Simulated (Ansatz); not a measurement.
# Cl3H3OTi: the cost of one run

All numbers below are computed with Ansatz 0.2.0 (RHF/def2-SVP).

## (1) The system as given

Bond lengths: Ti1–O2 2.270 Å, O2–H3 1.010 Å, Ti1–Cl4 2.370 Å, Ti1–Cl5 2.368 Å, Ti1–Cl6 2.368 Å, Ti1–H7 2.000 Å, Ti1–H8 2.168 Å. Angles (14 of 16 angles, heavy atoms first): O2–Ti1–Cl4 109.4°, O2–Ti1–Cl5 109.5°, O2–Ti1–Cl6 109.5°, Cl4–Ti1–Cl5 109.5°, Cl4–Ti1–Cl6 109.5°, Cl5–Ti1–Cl6 109.5°, Ti1–O2–H3 109.5°, O2–Ti1–H7 71.6°, O2–Ti1–H8 41.9°, Cl4–Ti1–H7 67.2°, Cl4–Ti1–H8 84.3°, Cl5–Ti1–H7 176.6°, Cl5–Ti1–H8 151.3°, Cl6–Ti1–H7 72.8°.

Structure file:

```xyz
8

Ti    0.0000    0.0000    0.0000
O     0.0000    0.0000    2.2700
H    -0.9095   -0.2814    2.6071
Cl    2.2349    0.0000   -0.7892
Cl   -1.1163    1.9339   -0.7892
Cl   -1.1163   -1.9339   -0.7892
H     1.0439   -1.5851    0.6306
H     0.7967   -1.2098    1.6134
```

## (2) A restrained relaxation towards end A

Springs on the bonds that form and break draw the guess towards this end; the thresholds are loose.

Contents of input.yaml:

```yaml
crystal:
  periodic: [false, false, false]
  atoms:
    - { symbol: Ti, position_ang: [0.0, 0.0, 0.0] }
    - { symbol: O, position_ang: [0.0, 0.0, 2.27] }
    - { symbol: H, position_ang: [-0.9095, -0.2814, 2.6071] }
    - { symbol: Cl, position_ang: [2.2349, 0.0, -0.7892] }
    - { symbol: Cl, position_ang: [-1.1163, 1.9339, -0.7892] }
    - { symbol: Cl, position_ang: [-1.1163, -1.9339, -0.7892] }
    - { symbol: H, position_ang: [1.0439, -1.5851, 0.6306] }
    - { symbol: H, position_ang: [0.7967, -1.2098, 1.6134] }
basis:
  gaussian: { orbitals: def2-SVP }
hamiltonian:
  xc: hf
relax:
  f_tol: 0.15
  max_steps: 25
  restrain:
    - { distance: [0, 6], at: 2.9, k: 30.0 }
    - { distance: [7, 1], at: 2.21, k: 30.0 }
    - { distance: [0, 1], at: 1.92, k: 30.0 }
    - { distance: [7, 6], at: 0.66, k: 30.0 }
```

Run with:

```bash
$ ansatz run input.yaml --threads 2 --pin off --max-ram 3072MiB --backend cpu --events-out ev --progress --plain --runs-dir out
```

Q: Estimate wall time and peak memory on 2 threads of Arm Neoverse V1, shared host.

About 23 s, with a peak of 0.33 GiB.
